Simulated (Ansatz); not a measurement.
Run this with the Python package of Ansatz (0.2.0) and show what comes out.

The script reads `scf.yaml`:
```yaml
crystal:
  lattice:
    - [0.0, 5.774563, 5.774563]
    - [5.774563, 0.0, 5.774563]
    - [5.774563, 5.774563, 0.0]
  atoms:
    - { symbol: K, position: [0.5, 0.5, 0.5] }
    - { symbol: Rb, position: [0.75, 0.75, 0.75] }
    - { symbol: Rb, position: [0.25, 0.25, 0.25] }
    - { symbol: La, position: [0.0, 0.0, 0.0] }
    - { symbol: Cl, position: [0.760284, 0.239716, 0.239716] }
    - { symbol: Cl, position: [0.239716, 0.239716, 0.760284] }
    - { symbol: Cl, position: [0.239716, 0.760284, 0.760284] }
    - { symbol: Cl, position: [0.239716, 0.760284, 0.239716] }
    - { symbol: Cl, position: [0.760284, 0.239716, 0.760284] }
    - { symbol: Cl, position: [0.760284, 0.760284, 0.239716] }
kpoints:
  mp_grid: { grid: [3, 3, 3] }
hamiltonian:
  xc: r2scan
scf:
  occupations: { method: fixed }
basis:
  ecutwfc: 600
output:
  forces: true
  stress: true
  eigenvalues: true
```

`yaml_run_krb2lacl6.py`:
```python
'''KRb2LaCl6 from YAML text.'''

import ansatz as az
import numpy as np

planned = az.Session.from_deck('scf.yaml').plan(threads=1, pin='off')
result = planned.execute()
data = result.report

n_atoms = len(data['lattice']['sites'])
print('F =', round(data['free_energy_ev'], 4), 'eV for', n_atoms, 'atoms')
print('E(sigma -> 0) =', round(data['energy_sigma0_ev'], 4), 'eV, TS =', round(data['entropy_ts_ev'], 5), 'eV')
print('closed by', data['closed_by'], 'after', data['n_iterations'], 'iterations')

# the stress is positive in compression
print('pressure by term (GPa)')
for term, tensor in data['stress_terms_gpa'].items():
    if np.any(tensor):
        print(f'  {term:28s} {np.trace(np.array(tensor)) / 3:12.3f}')
print(f'  {"total":28s} {np.trace(np.array(data["stress_gpa"])) / 3:12.3f}')

gap = None if 'band_edges_ev' not in data else data['band_edges_ev'][1] - data['band_edges_ev'][0]
print('gap on the k mesh:', 'withheld (metal, or smearing too wide to tell)' if gap is None else f'{gap:.3f} eV')
print('lowest empty less highest filled band, by band count:', round(data['gap_by_band_count_ev'], 3), 'eV')

used = data['setup']
print('cutoffs (eV):', used['ecut_ev'], used['ecutrho_ev'], ' FFT grid:', used['fft_dense'])
print('cell volume {:.3f} A^3, {} symmetry operations'.format(used['cell_volume_ang3'], used['n_sym_ops']))

terms = data['components']
print({name: round(terms[name], 3) for name in ('e_kinetic', 'e_hartree', 'e_xc', 'e_local', 'e_nonlocal', 'e_ewald', 'e_paw') if name in terms})
```

```console
$ python yaml_run_krb2lacl6.py
F = -20888.287 eV for 10 atoms
E(sigma -> 0) = -20888.287 eV, TS = 0.0 eV
closed by deck_thresholds after 7 iterations
pressure by term (GPa)
  kinetic                           497.937
  hartree                           191.165
  ewald                            -517.775
  local_pseudopotential            -212.539
  nonlocal_pseudopotential          197.897
  augmentation                       -9.594
  nlcc                              -59.285
  xc                                -88.204
  augmentation_tail                  -0.000
  scf_correction                      0.000
  pulay_correction                    0.008
  total                              -0.389
gap on the k mesh: 5.338 eV
lowest empty less highest filled band, by band count: 5.338 eV
cutoffs (eV): 600.0 2400.0  FFT grid: [72, 72, 72]
cell volume 385.112 A^3, 48 symmetry operations
{'e_kinetic': 1795.322, 'e_hartree': 1378.502, 'e_xc': -1141.528, 'e_local': -4311.253, 'e_nonlocal': 620.598, 'e_ewald': -3733.696, 'e_paw': -15494.993}
```

Notes:
- Total energies depend on the potentials; only differences at equal settings carry meaning. A total without «per atom» is that of the cell as typed.
- Along an axis with an odd division the mesh misses the point at one half; a gap read on a finite mesh is an upper bound on this functional's gap.
- Semilocal gaps usually lie well under measured ones.
- The energy terms are those on the plane-wave grid, with the one-centre PAW part apart; the terms shown are only some of the summands, so they needn't add up to F.
- Pressure is positive in compression.
- Semilocal functionals put the empty 4f levels of La too low, which can move the conduction edge.
- This cell is a computed structure, which may not be the phase found in nature.
- Gaps and levels are Kohn-Sham values on a finite set of k-points, without spin-orbit coupling.
- It ran for 31 s on 1 thread of Intel(R) Xeon(R) Platinum 8259CL CPU @ 2.50GHz (Skylake/Cascade Lake) (shared host), peak memory 2.4 GiB.
